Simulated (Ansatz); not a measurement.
## Cl3HOSn, SMILES [OH][Sn]([Cl])([Cl])[Cl]: harmonic frequencies at the relaxed geometry, step by step

Program: Ansatz 0.2.0 through its Python package.

Run as a notebook:

In [1]:
```python
import ansatz as az
import numpy as np
```

In [2]:
```python
GEOMETRY = """
O    -0.66960    0.47410    1.43620
Sn    0.23810   -0.20100   -0.15390
Cl    1.96840   -1.58810    0.55020
Cl   -1.17920   -1.43120   -1.48460
Cl    1.11790    1.57960   -1.43410
H    -1.43340    1.10250    1.04000
"""
```

In [3]:
```python
cl3hosn = az.Crystal.molecule()
for line in GEOMETRY.strip().splitlines():
    symbol, *xyz = line.split()
    cl3hosn = cl3hosn.atom(symbol, [float(v) for v in xyz])
```

In [4]:
```python
setup = (
    cl3hosn.calculation()
    .basis(gaussian="def2-SVP")
    .functional("PBE")
)
symbols = [site.symbol for site in cl3hosn.cartesian_sites]
start = np.array([site.position_ang for site in cl3hosn.cartesian_sites], dtype=float)
data = setup.relax(force_tolerance=0.003).run(threads=1).report
end = np.array(data["positions_ang"])
```

In [5]:
```python
print("bond        before    after (A)")
for i, j in [(0, 1), (0, 5), (1, 2), (1, 3), (1, 4)]:
    d0, d1 = (np.linalg.norm(xyz[i] - xyz[j]) for xyz in (start, end))
    print(f"{symbols[i]}{i}-{symbols[j]}{j}".ljust(10), f"{d0:8.4f} {d1:8.4f}")
for i, j, k in [(1, 0, 5), (0, 1, 2), (0, 1, 3), (0, 1, 4), (2, 1, 3), (2, 1, 4), (3, 1, 4)]:
    u, v = end[i] - end[j], end[k] - end[j]
    print(f"angle {symbols[i]}{i}-{symbols[j]}{j}-{symbols[k]}{k}: {np.degrees(np.arccos(np.clip(u @ v / np.linalg.norm(u) / np.linalg.norm(v), -1, 1))):.2f} deg")
```
```text
bond        before    after (A)
O0-Sn1       1.9514   1.9883
O0-H5        1.0655   0.9796
Sn1-Cl2      2.3267   2.3376
Sn1-Cl3      2.3006   2.3520
Sn1-Cl4      2.3629   2.3521
angle Sn1-O0-H5: 109.22 deg
angle O0-Sn1-Cl2: 105.71 deg
angle O0-Sn1-Cl3: 111.09 deg
angle O0-Sn1-Cl4: 111.02 deg
angle Cl2-Sn1-Cl3: 110.41 deg
angle Cl2-Sn1-Cl4: 110.49 deg
angle Cl3-Sn1-Cl4: 108.15 deg
```

In [6]:
```python
# same settings at the minimum
minimum = az.Crystal.molecule()
for symbol, xyz in zip(symbols, end):
    minimum = minimum.atom(symbol, xyz.tolist())
vibrating = (
    minimum.calculation()
    .basis(gaussian="def2-SVP")
    .functional("PBE")
    .phonons(temperatures=(200, 600, 100))
)
vib = vibrating.run(threads=1).report["vibrations"]
sums = vib["harmonic_sums"]
modes = [m["omega_inv_cm"] for m in sums["modes_at_gamma"] if m["rigid_motion"] == "no"]
print("frequencies (1/cm):", " ".join(f"{w:.0f}" for w in modes))
print("imaginary modes:", sum(w < 0 for w in modes), " zero-point energy:", round(sums["zero_point_energy_ev"], 4), "eV")
print("T (K)   F_vib (eV)   S_vib (meV/K)   C_vib (meV/K)")
for row in zip(sums["temperatures_k"], sums["vibrational_free_energy_ev"], vib["entropy_ev_per_k"], vib["heat_capacity_ev_per_k"]):
    print(f"{row[0]:6.1f} {row[1]:11.4f} {1000 * row[2]:13.4f} {1000 * row[3]:15.4f}")
```
```text
frequencies (1/cm): 42 98 112 119 147 157 345 379 388 607 876 3684
imaginary modes: 0  zero-point energy: 0.4312 eV
T (K)   F_vib (eV)   S_vib (meV/K)   C_vib (meV/K)
 200.0      0.3586        0.7590          0.6623
 300.0      0.2675        1.0504          0.7712
 400.0      0.1505        1.2813          0.8314
 500.0      0.0126        1.4709          0.8669
 600.0     -0.1427        1.6311          0.8895
```

Caveats:
- The settings weren't tested for convergence.
- The frequencies are harmonic and unscaled, in a modest basis. The result belongs to the one conformer reached from this start, and soft torsions count as harmonic oscillators.
- def2 sets replace the cores of elements past krypton by effective core potentials.
- It ran for 100 s on 1 thread of Arm Neoverse V1, on a shared host, peak memory 0.22 GiB.

(Lines on the test bed's own set-up are left out of the output.)
